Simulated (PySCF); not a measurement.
**From one method to the next for CaF**

Aim: see what other levels and later steps give for CaF.

Method: method and basis as typed in the scripts; program: PySCF 2.14.0.

## Step 1: The starting structure

CaF: 2 atoms, charge 0, spin multiplicity 2.

Bond lengths: Ca1–F2 2.359 Å.

## Step 2: The base run

File input.py:

```python
from pyscf import gto, scf, mp

mol = gto.M(
    atom='Ca 0 0 0; F 0 0 2.359',
    basis='6-31g*',
    charge=0,
    spin=1,
    verbose=4,
)
mf = scf.UHF(mol)
mf.kernel()
mp.MP2(mf, frozen=6).kernel()
mf.dip_moment()
print('orbital energies (hartree):', [e[max(0, n-3):n+3].round(4) for e, n in zip(mf.mo_energy, mol.nelec)])
```

Run with:

```sh
> OMP_NUM_THREADS=1 python input.py
```

## Step 3: TDHF

Variant 1 changes step after the SCF: mp2 → tddft; number of roots: none → 5.

input.py: that of step 2 with these lines changed.

```diff
@@ -1,2 +1,2 @@
-from pyscf import gto, scf, mp
+from pyscf import gto, scf, tdscf
 
@@ -11,3 +11,6 @@
 mf.kernel()
-mp.MP2(mf, frozen=6).kernel()
+td = tdscf.TDHF(mf)
+td.nstates = 5
+td.kernel()
+td.analyze()
 mf.dip_moment()
```

## Step 4: Population analysis

Variant 2 changes step after the SCF: mp2 → analyze.

File input.py:

```python
from pyscf import gto, scf

mol = gto.M(
    atom='Ca 0 0 0; F 0 0 2.359',
    basis='6-31g*',
    charge=0,
    spin=1,
    verbose=4,
)
mf = scf.UHF(mol)
mf.kernel()
mf.analyze()
print('orbital energies (hartree):', [e[max(0, n-3):n+3].round(4) for e, n in zip(mf.mo_energy, mol.nelec)])
```

## Step 5: Lda,vwn (UKS)

Variant 3 changes functional: none (Hartree–Fock) → lda,vwn; SCF type: UHF → UKS; step after the SCF: mp2 → analyze.

File input.py:

```python
from pyscf import gto, dft

mol = gto.M(
    atom='Ca 0 0 0; F 0 0 2.359',
    basis='6-31g*',
    charge=0,
    spin=1,
    verbose=4,
)
mf = dft.UKS(mol, xc='lda,vwn')
mf.kernel()
mf.analyze()
print('orbital energies (hartree):', [e[max(0, n-3):n+3].round(4) for e, n in zip(mf.mo_energy, mol.nelec)])
```

## Step 6: NEVPT2 (ROHF)

Variant 4 changes step after the SCF: mp2 → nevpt2; SCF type: UHF → ROHF; active space: none → 5 electrons in 6 orbitals.

File input.py:

```python
from pyscf import gto, scf, mcscf, mrpt

mol = gto.M(
    atom='Ca 0 0 0; F 0 0 2.359',
    basis='6-31g*',
    charge=0,
    spin=1,
    verbose=4,
)
mf = scf.ROHF(mol)
mf.kernel()
mc = mcscf.CASSCF(mf, 6, 5)
mc.kernel()
mc.analyze()
mrpt.NEVPT(mc).kernel()
mf.dip_moment()
print('orbital energies (hartree):', mf.mo_energy[..., max(0, mol.nelec[1]-3):mol.nelec[0]+3].round(4))
```

**Question.** What will these runs give? Wanted: for each run, E(SCF); from base; gap, α spin; SCF dipole; after the SCF.

The runs gave:

```
                run  E(SCF) (hartree)  from base (eV)  cycles  gap, α spin (eV)  SCF dipole (D)                                                                 after the SCF
               base       -776.178577               0      10              6.62            4.93                                        MP2 correlation -5.446 eV, core frozen
               TDHF       -776.178577          0.0000      10              6.62            4.93                                                     lowest root found 2.63 eV
population analysis       -776.178577          0.0000      10              6.62            4.93                                                                           n/a
      lda,vwn (UKS)       -774.896772  not comparable      10              2.57            4.35                                                                           n/a
      NEVPT2 (ROHF)       -776.178467         +0.0030       9               n/a            4.92  NEVPT2 correlation -5.287 eV (from the SCF energy, the CASSCF gain included)
```

**Reading.** A lower total energy from another functional means nothing by itself.
